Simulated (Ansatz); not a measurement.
# C2H3NZn: the cost of one run

All numbers below are computed with Ansatz 0.2.0 (RKS PBE/def2-mTZVP).

## Step 1: The system as given

Bond lengths: C1–N2 1.219 Å, N2–Zn3 1.882 Å, C1–C4 1.546 Å, Zn3–C4 1.929 Å, C1–H5 1.141 Å, C4–H6 1.137 Å, C4–H7 1.089 Å. Angles: C1–N2–Zn3 109.9°, N2–C1–C4 92.1°, N2–C1–H5 136.0°, C4–C1–H5 131.9°, N2–Zn3–C4 63.4°, C1–C4–Zn3 94.6°, C1–C4–H6 106.8°, C1–C4–H7 108.3°, Zn3–C4–H6 117.3°, Zn3–C4–H7 118.2°, H6–C4–H7 109.6°.

As a file:

```xyz
7

C    -0.7684   -0.4548   -0.1169
N    -0.1546   -1.3026    0.5080
Zn    1.5832   -0.6853    0.8858
C     0.4343    0.5156   -0.0934
H    -1.8201   -0.3547   -0.5485
H     0.0874    1.4567    0.4412
H     0.6993    0.7571   -1.1221
```

## Step 2: End point A

The input, input.yaml:

```yaml
crystal:
  periodic: [false, false, false]
  atoms:
    - { symbol: C, position_ang: [-0.7684, -0.4548, -0.1169] }
    - { symbol: "N", position_ang: [-0.1546, -1.3026, 0.508] }
    - { symbol: Zn, position_ang: [1.5832, -0.6853, 0.8858] }
    - { symbol: C, position_ang: [0.4343, 0.5156, -0.0934] }
    - { symbol: H, position_ang: [-1.8201, -0.3547, -0.5485] }
    - { symbol: H, position_ang: [0.0874, 1.4567, 0.4412] }
    - { symbol: H, position_ang: [0.6993, 0.7571, -1.1221] }
basis:
  gaussian: { orbitals: def2-mTZVP }
hamiltonian:
  xc: pbe
relax:
  f_tol: 0.02
  max_steps: 50
```

The run is started by

```
> ansatz run input.yaml --threads 2 --pin off --max-ram 3072MiB --backend cpu --events-out ev --progress --plain --runs-dir out
```

What time and memory should one allow on 2 threads of Arm Neoverse V2, shared host?

About 26 s, with a peak of 0.18 GiB.
